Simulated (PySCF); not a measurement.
# MgSn: from the state search to spectroscopic constants

One table from this session's results is given with a row withheld; the runs are named, their logs left out.

The runs use PySCF 2.14.0; Mg aug-cc-pVDZ, Sn aug-cc-pVDZ-PP with ECP28, scalar-relativistic core potentials.

The first run:

A driver script around PySCF takes these settings:

- atoms: Mg, Sn
- charge: 0
- basis: Mg aug-cc-pVDZ, Sn aug-cc-pVDZ-PP with ECP28
- Hamiltonian: scalar-relativistic core potentials
- basis functions: 59
- electrons treated: 34
- masses in u: 23.9850, 119.9022
- levels: PBE0, PBE, r²SCAN, TPSS, M06-2X, B2PLYP, CAM-B3LYP, HF, MP2, SCS-MP2
- grid: 80 radial by 434 angular points
- occupations: held fixed by the projection of orbital angular momentum
- dissociation limit: Mg + Sn, each in its ground configuration
- starting distance in angstrom: 2.705
- values of 2S to try: 0, 2

Run with:

```bash
OMP_NUM_THREADS=1 python dia.py task.json out
```

Steps of the session up to this table: The job; The PBE0 curve of the state that the search chose; Other states along the same grid; PBE (GGA); r²SCAN (meta-GGA); TPSS (meta-GGA); M06-2X (hybrid meta-GGA); B2PLYP (double hybrid); CAM-B3LYP (range-separated hybrid); ROHF.

One of the session's tables, all rows but one given; the rest of the session is left out.

Energy (eV) from each level's lowest point:

| R (Å) | ROHF | ROHF-MP2 | ROHF-SCS-MP2 | PBE | TPSS |
| --- | --- | --- | --- | --- | --- |
| 2.393 | 0.670 | 0.464 | 0.502 | 0.432 | 0.421 |
| 2.505 | 0.375 | 0.202 | 0.231 | 0.189 | 0.181 |
| 2.616 | 0.191 | 0.062 | 0.080 | 0.057 | 0.053 |
| 2.700 | 0.105 | 0.013 | 0.023 | 0.012 | 0.010 |
| 2.783 | 0.050 | 0.000 | 0.000 | 0.000 | 0.000 |
| 2.866 | 0.018 | 0.011 | 0.001 | 0.013 | 0.015 |
| 2.978 | ? | ? | ? | ? | ? |
| 3.117 | 0.002 | 0.124 | 0.084 | 0.139 | 0.147 |
| 3.284 | 0.022 | 0.220 | 0.162 | 0.255 | 0.265 |
| 3.507 | 0.058 | 0.340 | 0.262 | 0.413 | 0.424 |

Estimate the missing values for R (Å) = 2.978.

Worked estimate for «ROHF». A straight line through the neighbours (2.866, 0.018) and (3.117, 0.002) gives 0.018 + (0.002 − 0.018) × (2.978 − 2.866) / (3.117 − 2.866) = 0.011; a parabola fitted to 4 rows on both sides gives 0.003.

The run gave: ROHF: 0.000; ROHF-MP2: 0.052; ROHF-SCS-MP2: 0.028; PBE: 0.057; TPSS: 0.062. In «ROHF» the line misses by +0.011 and the parabola by +0.003.
